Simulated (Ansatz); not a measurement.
The system is AlSn.

```xyz
2
Lattice="4.1981 0.0000 0.0000 -2.0991 3.6357 0.0000 0.0000 0.0000 3.3068" Properties=species:S:1:pos:R:3 pbc="T T T"
Sn    0.0000    2.4238    1.6534
Al    0.0000    0.0000    0.0000
```

The cell comes from a database or a generator and needn't be the stable form of this composition.

Below is the output of Ansatz 0.2.0 for this cell. Logs are shortened: lines on timing, memory, paths and dates and some standing lists are left out, and cuts for length are marked.

```text
Warning: RAYON_NUM_THREADS=2 ignored (pool sized by the plan → 2); use --threads N
scf.n_extra_bands = 6 over 9 filled bands (N_el = 17.0): the run solves 15 bands
Engine: ansatz 0.2.0, x86_64-unknown-linux-gnu
Pseudopotentials: kind: nc
Pseudopotential: Sn, nc, valence charge 14, recommended cutoff 979.609905 eV (normal), Sn.nc.azcp (PseudoDojo's, or run here from an input of PseudoDojo's; its table is named by hamiltonian.pseudopotentials.accuracy)
Pseudopotential: Al, nc, valence charge 3, recommended cutoff 544.227725 eV (normal), Al.nc.azcp (PseudoDojo's, or run here from an input of PseudoDojo's; its table is named by hamiltonian.pseudopotentials.accuracy)
Functional definition: PBE
  parameter kappa = 0.804
  parameter beta = 0.06672455060314922
  exchange = pbe_x(kappa = kappa, mu = beta*pi^2/3)
  correlation = pbe_c(beta = beta)
Crystal: 2 atoms, lattice volume = 50.472 Å³
Basis set: ecut = 979.609905 eV, 3509 PW (Γ), exchange–correlation on 90×90×72 points (8 copies of the dense FFT grid, shifted against one another)
Bands: 15, of which v1, the nominal top of the filled ones, is band 9 counted from 1 (8 counted from 0)
Symmetry: 12 space group operations
Space group: P-6m2 (ITA 187), of the structure as read, at distance tolerance 3.7e-5 Å
k-points: 40 of 392 (time reversal used)
Non-local potential: Sn, projectors of the file, l = 0: 2, l = 1: 2, l = 2: 2, l = 3: 2
Non-local potential: Al, projectors of the file, l = 0: 2, l = 1: 2, l = 2: 2
Initial density: superposition of atomic densities (chi_scale 0.1, normalization cell, long waves kept (reshape's long-wave potential 0.00 eV rms))
Initial wavefunctions: pseudopotential atomic-orbital guess
Functional: x = pbe(κ = 0.804, μ = 0.2195149727645171), c = pbe(β = 0.06672455060314922)
SCF iter   1: F=—  HF=-2207.988369 eV  |F-HF|=—  |Δ(HF+E_count)|=         —  Δρ=1.86e-2  dr2=2.06e-1  ethr=3.10e-3  ⟨swp⟩=5.5  Hψ=3334  notcnv=0
preconditioner: auto → none  [metal: Δε(μ)=0.086 eV  Ē_g=19.542 eV  σ=0.050 eV  W_gap=0.37  n_scr=8 (ndim 8)  ℏωp=21.6 eV  f_vac=0.000  D(μ)=0.47/eV (n_scr^D=0)  sad-step TF]
SCF iter   2: F=—  HF=-2207.956368 eV  |F-HF|=—  |Δ(HF+E_count)|=   3.20e-2  Δρ=1.18e-2  dr2=8.52e-2  ethr=1.21e-3  ⟨swp⟩=1.1  Hψ=922  notcnv=0  defer=5
SCF iter   3: F=—  HF=-2207.941164 eV  |F-HF|=—  |Δ(HF+E_count)|=   1.52e-2  Δρ=1.26e-3  dr2=1.27e-3  ethr=5.01e-4  ⟨swp⟩=3.0  Hψ=1060  notcnv=0  defer=38
SCF iter   4: F=—  HF=-2207.940927 eV  |F-HF|=—  |Δ(HF+E_count)|=   2.37e-4  Δρ=3.81e-4  dr2=7.37e-5  ethr=7.48e-6  ⟨swp⟩=2.3  Hψ=856  notcnv=0  defer=60
SCF iter   5: F=—  HF=-2207.940944 eV  |F-HF|=—  |Δ(HF+E_count)|=   1.70e-5  Δρ=9.72e-5  dr2=3.76e-6  ethr=4.33e-7  ⟨swp⟩=2.2  Hψ=724  notcnv=0  defer=60
SCF iter   6: F=-2207.940949 eV  HF=-2207.940948 eV  |F-HF|=1.30e-7  |Δ(HF+E_count)|=   4.31e-6  Δρ=1.35e-5  dr2=9.53e-8  ethr=5.88e-10  ⟨swp⟩=11.1  Hψ=4392  notcnv=0
SCF 1 converged in 6 iterations: F = -2207.940949 eV  dr2 = 9.53e-8
NSCF: frozen V_eff on 129 k-points
SCF converged after 6 iterations
Free energy (F): -2207.940949 eV
Harris-Foulkes:  -2207.940948 eV  (|F-HF|=1.30e-7)
Internal energy: -2207.936837 eV  (E = F + TS)
E sigma→0 (E₀):  -2207.938893 eV
Entropy (-TS):   -0.004111 eV (-2.056 meV/atom)
Fermi energy:    8.059270 eV
--- Per-component energies (eV) ---
  E_band       = -105.926486
  E_kinetic    = 1298.352692
  E_local      = -1173.949174  (includes V_loc(G=0)·N_el)
  E_nonlocal   = -1055.653196
  E_hartree    = 597.765289
  E_xc         = -629.103380
  E_vxc        = -370.209990  (∫ρ·V_xc dr)
  E_ewald      = -1245.349068
  E_smearing   = -0.004111  (= −TS)
  E_closure    = -0.000000  (closes the sum)
  Σ components = -2207.940949   (vs F -2207.940949, Δ=0.00e0)
--- Forces (eV/Å), atoms counted from 1 ---
  atom   1  Sn     0.00000000     0.00000000     0.00000000
  atom   2  Al    -0.00000000    -0.00000000     0.00000000
  max |Σ_I F_I| component: 0.00e0 eV/Å
--- Stress (GPa, compression-positive) ---
        0.075342       0.000000       0.000000
        0.000000       0.075342       0.000000
        0.000000       0.000000       0.348569
  P = ⅓ Tr σ = 0.1664 GPa (1.664 kbar)
--- Band table (eV; the first three rows and the last of 40) ---
  k-point 0: bands = ["-13.3376", "-13.2452", "-13.2452", "-13.2156", "-13.2156", "-2.3963", "7.8339", "7.8339", "8.7472", "10.6571", "11.1784", "11.1784", "13.2357", "14.3328", "19.6054"]
  k-point 1: bands = ["-13.3119", "-13.2441", "-13.2441", "-13.2250", "-13.2250", "-2.1773", "8.0632", "8.0632", "8.2354", "9.2850", "11.3516", "11.3516", "14.2053", "15.9311", "18.3815"]
  k-point 2: bands = ["-13.2498", "-13.2479", "-13.2479", "-13.2410", "-13.2410", "-1.5206", "5.7025", "8.7340", "8.7340", "9.6924", "11.8284", "11.8284", "14.6708", "16.1282", "16.1282"]
  k-point 39: bands = ["-13.2905", "-13.2862", "-13.2320", "-13.2243", "-13.1490", "2.5324", "4.1437", "5.0983", "5.7513", "7.4161", "8.4281", "15.1707", "15.5635", "16.7704", "17.2092"]
```

Write the input and the command behind it.

Band structure with PBE, no spin polarisation. The files as run (others can give the same):

input.yaml
```yaml
crystal:
  lattice:
    - [4.1981056157, 0.0, 0.0]
    - [-2.0990528078, 3.6356661109, 0.0]
    - [0.0, 0.0, 3.306847]
  atoms:
    - { symbol: Sn, position: [0.3333333333, 0.6666666667, 0.5] }
    - { symbol: Al, position: [0.0, 0.0, 0.0] }
hamiltonian:
  xc: pbe
  pseudopotentials: { kind: nc, accuracy: standard }
kpoints:
  mp_grid: { grid: [7, 7, 8] }
  band_path:
    path:
      - [[0.0, 0.0, 0.0], [0.5, 0.0, 0.0], [0.3333333333, 0.3333333333, 0.0], [0.0, 0.0, 0.0], [0.0, 0.0, 0.5], [0.5, 0.0, 0.5], [0.3333333333, 0.3333333333, 0.5], [0.0, 0.0, 0.5]]
      - [[0.5, 0.0, 0.5], [0.5, 0.0, 0.0]]
      - [[0.3333333333, 0.3333333333, 0.0], [0.3333333333, 0.3333333333, 0.5]]
    npoints: 14
scf:
  occupations: { method: fermi_dirac, width: 0.05 }
  n_extra_bands: 6
output:
  forces: true
  stress: true
  eigenvalues: true
  fatbands: true
  write_density: true
  write_potential: true
  elf: true
  volumetric_format: npy
```

Potentials or basis: PseudoDojo standard (PBE files).
The run is started by
```console
$ ansatz run input.yaml --threads 2 --pin off --max-ram 5632MiB --backend cpu --events-out ev --progress --plain --runs-dir out
```

Caveat: spin-orbit coupling is left out, which moves the levels of the heavy elements.
